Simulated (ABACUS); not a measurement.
**Ta4NiO11: equation of state with PBE**

Ta4NiO11:

```
CELL_PARAMETERS angstrom
0.00000 4.86715 4.86715
4.86715 0.00000 4.86715
4.86715 4.86715 0.00000
ATOMIC_POSITIONS crystal
Ta 0.63007 0.10980 0.63007
Ta 0.63007 0.63007 0.63007
Ta 0.10980 0.63007 0.63007
Ta 0.63007 0.63007 0.10980
Ni 0.00000 0.00000 0.00000
O 0.25000 0.25000 0.25000
O 0.84346 0.46962 0.84346
O 0.84346 0.84346 0.84346
O 0.46962 0.84346 0.84346
O 0.84346 0.84346 0.46962
O 0.30023 0.69977 0.69977
O 0.69977 0.30023 0.30023
O 0.69977 0.69977 0.30023
O 0.30023 0.30023 0.69977
O 0.30023 0.69977 0.30023
O 0.69977 0.30023 0.69977
```

The cell was built by a generator and needn't be a form met in nature.

| Quantity | Value |
| --- | --- |
| Program | ABACUS 3.10.1 |
| Task | equation of state |
| Functional | PBE |
| Potentials or basis | PseudoDojo NC SR 0.4.1 PBE standard |
| Cutoff | 1361 eV |
| Density cutoff | 5442 eV |
| Basis | DZP LCAO (the cutoffs set its grid) |
| k mesh | 4 × 4 × 4 |
| Occupations | fermi-dirac, width 0.05 eV |
| Spin | collinear spin, ferromagnetic start |
| Starting moments | [0.0, 0.0, 0.0, 0.0, 1.0, 0.0, 0.0, 0.0, 0.0, 0.0, 0.0, 0.0, 0.0, 0.0, 0.0, 0.0] μB |
| Radial cutoff of the potentials (pseudo_rcut) | 7 bohr |
| SCF threshold on the density | 1e-07 |
| Max SCF steps | 100 |
| Eigensolver | genelpa |
| Mixing | broyden |
| Mixing share | 0.4 |
| Symmetry key | 1 |

The equilibrium volume is 14.43 Å³/atom and the bulk modulus at fixed shape and positions is 179 GPa. The pressure derivative of the bulk modulus is 4.3 (rough: it moves with the points fitted).

Energy against volume, from the lowest point:
```tsv
volume (Å³/atom)	energy (meV/atom)
13.548	30.44
14.124	0.81
14.701	0.00
15.277	22.48
```

All runs of the series together: 7.7 min on 8 threads of Intel(R) Xeon(R) 6975P-C (Granite Rapids) (shared host).

Caveat: the atomic orbitals were generated for these runs and aren't a published set; the cell was scaled at fixed shape and fractional positions, which overstates the stiffness of a crystal with free parameters, most of all of layers and chains; the basis of atomic orbitals isn't converged, which shifts pressures, moduli and gaps. The run has no spin-orbit coupling, so splittings on Ta are missing.
